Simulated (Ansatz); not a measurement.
# CH4ClGaOS: one species, many methods

An exercise on one series of results from a longer session: the logs are not shown, and one member is left open.

The runs use Ansatz 0.2.0, Gaussian basis; functionals in def2-TZVPP, the program's frozen cores in correlated methods.

Plan: LDA (SPW92), PBE-D4, revPBE-D4, BLYP-D4, r2SCAN-D4, B97M-V, PBE0-D4, B3LYP-D4, r2SCANh-D4, r2SCAN0-D4, HSE06-D4, BHLYP-D4, CAM-B3LYP-D4, LC-ωPBE, ωB97X-V, ωB97M-V, B2PLYP, PBE-QIDH; CCSD(T)/def2-SVP; CCSD(T)/def2-TZVPP; MP2/def2-QZVPP; extrapolation to the limit; RPA on PBE.

## Structure used throughout

All runs share one geometry, relaxed beforehand with PBE0-D4 in a triple-zeta def2 set.

SMILES `C[O][Ga]([SH])[Cl]`, 9 atoms, charge 0, spin multiplicity 1.

Atoms are counted from 1 here; the program's logs count them from 0.

Bond lengths: C1–O2 1.410 Å, C1–H6 1.094 Å, C1–H7 1.094 Å, C1–H8 1.096 Å, O2–Ga3 1.766 Å, Ga3–S4 2.174 Å, Ga3–Cl5 2.134 Å, S4–H9 1.345 Å. Angles: O2–C1–H6 109.3°, O2–C1–H7 109.5°, O2–C1–H8 113.1°, H6–C1–H7 108.4°, H6–C1–H8 108.2°, H7–C1–H8 108.2°, C1–O2–Ga3 124.1°, O2–Ga3–S4 119.7°, O2–Ga3–Cl5 118.9°, S4–Ga3–Cl5 121.5°, Ga3–S4–H9 91.6°.

The first run:

in.yaml

```yaml
crystal:
  periodic: [false, false, false]
  atoms:
    - {symbol: C, position_ang: [1.110155, 0.972298, 0.637867]}
    - {symbol: O, position_ang: [0.341270, -0.205842, 0.540204]}
    - {symbol: Ga, position_ang: [-0.884332, -0.489019, -0.699993]}
    - {symbol: S, position_ang: [-1.983162, -2.364703, -0.718729]}
    - {symbol: Cl, position_ang: [-1.251916, 1.031385, -2.151166]}
    - {symbol: H, position_ang: [0.961303, 1.421556, 1.624554]}
    - {symbol: H, position_ang: [2.170909, 0.726362, 0.527686]}
    - {symbol: H, position_ang: [0.851099, 1.718739, -0.121157]}
    - {symbol: H, position_ang: [-1.315326, -2.810786, 0.360734]}
basis:
  gaussian: {orbitals: def2-TZVPP}
hamiltonian: {xc: lda}
output: {orbitals: {seedname: orbitals}}
```

On the command line:

```
ansatz run in.yaml --threads 4 --pin off --events-out ev --progress --plain --max-ram 10444MiB
```

Among the steps run: LDA; PBE-D4 (GGA); revPBE-D4 (GGA); BLYP-D4 (GGA); r2SCAN-D4 (meta-GGA); B97M-V (meta-GGA); PBE0-D4 (hybrid); B3LYP-D4 (hybrid); r2SCANh-D4 (hybrid); r2SCAN0-D4 (hybrid); HSE06-D4 (hybrid); BHLYP-D4 (hybrid); CAM-B3LYP-D4 (range-separated); LC-ωPBE (range-separated); ωB97X-V (range-separated); ωB97M-V (range-separated); B2PLYP (double hybrid); PBE-QIDH (double hybrid).

One table of the session follows, with a row left open; its other results are not shown here.

It belongs to the step «Frontier levels by functional». 

```
  functional  HOMO (eV)  gap (eV)
 LDA (SPW92)      -6.73      4.39
      PBE-D4      -6.58      4.55
   revPBE-D4      -6.52      4.62
     BLYP-D4      -6.44      4.46
   r2SCAN-D4      -6.90      5.15
      B97M-V      -6.97      5.16
     PBE0-D4          ?         ?
    B3LYP-D4      -7.69      6.28
  r2SCANh-D4      -7.41      5.99
  r2SCAN0-D4      -8.16      7.23
    HSE06-D4      -7.55      6.08
    BHLYP-D4      -9.10      8.93
CAM-B3LYP-D4      -9.29      9.17
     LC-ωPBE     -10.70     11.89
     ωB97X-V     -10.33     11.34
     ωB97M-V     -10.18     10.98
```

Estimate the missing values for PBE0-D4.

The run gave: HOMO (eV): -7.95; gap (eV): 6.86. In the column «HOMO (eV)» it lies between r2SCAN0-D4 (-8.16) and B3LYP-D4 (-7.69).
